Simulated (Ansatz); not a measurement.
This script for Ansatz 0.2.0 through its Python package starts 6 runs on BH₄O₂SSb, SMILES OB[O][SbH][SH]. What input does the engine get in each?

The script, `methods_bh4o2ssb.py`:
```python
"""BH4O2SSb at several levels of theory."""

from pathlib import Path

import ansatz as az
import numpy as np

molecule = (
    az.Crystal.molecule()
    .atom("O", (0.9066, 1.5145, 0.9631))
    .atom("B", (0.9186, 0.1134, 1.1655))
    .atom("O", (-0.3063, -0.7028, 0.9788))
    .atom("Sb", (-0.126, -1.3209, -0.936))
    .atom("S", (-1.9516, 0.2457, -1.6057))
    .atom("H", (1.102, 1.6982, -0.0019))
    .atom("H", (1.9574, -0.3787, 1.534))
    .atom("H", (-1.3505, -2.5754, -0.6304))
    .atom("H", (-1.0619, 1.3597, -1.4846))
)

setup = molecule.calculation().basis(gaussian="def2-SVP")

print("functional    E (Ha)        dipole (D)   HOMO (eV)  LUMO (eV)")
for name in ["lc_wpbe", "r2scan", "b3lyp", "pbe", "blyp", "pbe0"]:
    r = setup.functional(name).forces().orbitals().run(threads=1, pin="off", runs_dir="runs").report
    lines = Path(r["orbitals_path"]).read_text().splitlines()
    field_of = lambda key: [line.split("=")[1].strip() for line in lines if line.startswith(key)]
    orbitals = [(27.211386 * float(e), s, float(n)) for e, s, n in zip(field_of("Ene="), field_of("Spin="), field_of("Occup="))]
    homo = max(e for e, _, n in orbitals if n > 0.5)
    lumo = min(e for e, _, n in orbitals if n < 0.5)
    dipole = 4.803205 * np.linalg.norm(r["charge_distribution"]["dipole_moment_e_ang"])
    print(f"{name:10s} {r['free_energy_ev'] / 27.211386246:14.6f} {dipole:9.3f} {homo:11.3f} {lumo:10.3f}")
```

Run 1:
```yaml
crystal:
  periodic: [false, false, false]
  atoms:
    - { symbol: O, position_ang: [0.9066, 1.5145, 0.9631] }
    - { symbol: B, position_ang: [0.9186, 0.1134, 1.1655] }
    - { symbol: O, position_ang: [-0.3063, -0.7028, 0.9788] }
    - { symbol: Sb, position_ang: [-0.126, -1.3209, -0.936] }
    - { symbol: S, position_ang: [-1.9516, 0.2457, -1.6057] }
    - { symbol: H, position_ang: [1.102, 1.6982, -0.0019] }
    - { symbol: H, position_ang: [1.9574, -0.3787, 1.534] }
    - { symbol: H, position_ang: [-1.3505, -2.5754, -0.6304] }
    - { symbol: H, position_ang: [-1.0619, 1.3597, -1.4846] }
basis:
  gaussian:
    orbitals: def2-SVP
hamiltonian:
  xc: lc_wpbe
output:
  orbitals: {}
  forces: true
```

Run 2, against run 1:
```diff
-  xc: lc_wpbe
+  xc: r2scan
```

Run 3, against run 1:
```diff
-  xc: lc_wpbe
+  xc: b3lyp
```

Run 4, against run 1:
```diff
-  xc: lc_wpbe
+  xc: pbe
```

Run 5, against run 1:
```diff
-  xc: lc_wpbe
+  xc: blyp
```

Run 6, against run 1:
```diff
-  xc: lc_wpbe
+  xc: pbe0
```

```console
$ python methods_bh4o2ssb.py
functional    E (Ha)        dipole (D)   HOMO (eV)  LUMO (eV)
lc_wpbe       -815.746559     4.000      -9.819      0.420
r2scan        -815.926468     3.668      -6.177     -2.292
b3lyp         -816.052063     3.769      -6.816     -1.812
pbe           -815.576978     3.496      -5.840     -2.389
blyp          -815.860655     3.526      -5.621     -2.214
pbe0          -815.618049     3.787      -7.125     -1.665
```

Total energies depend on the basis set; only differences at equal settings carry meaning. The geometry is a force-field or estimated start, not a minimum of this method, and the basis set is short of its limit. A lower total doesn't mark the better method: functionals have no common bound, and MP2 and coupled cluster aren't variational. def2 sets replace the cores of elements past krypton by effective core potentials. b3lyp holds the VWN-RPA fit, as in Gaussian; the form of ORCA and Turbomole is b3lyp5. Levels such as HOMO and LUMO are orbital energies: with these approximate functionals they aren't the ionisation energy and electron affinity, and their gap isn't the fundamental gap. Run time: 28 s on 1 thread of Arm Neoverse V2, on a shared host, peak memory 0.32 GiB.
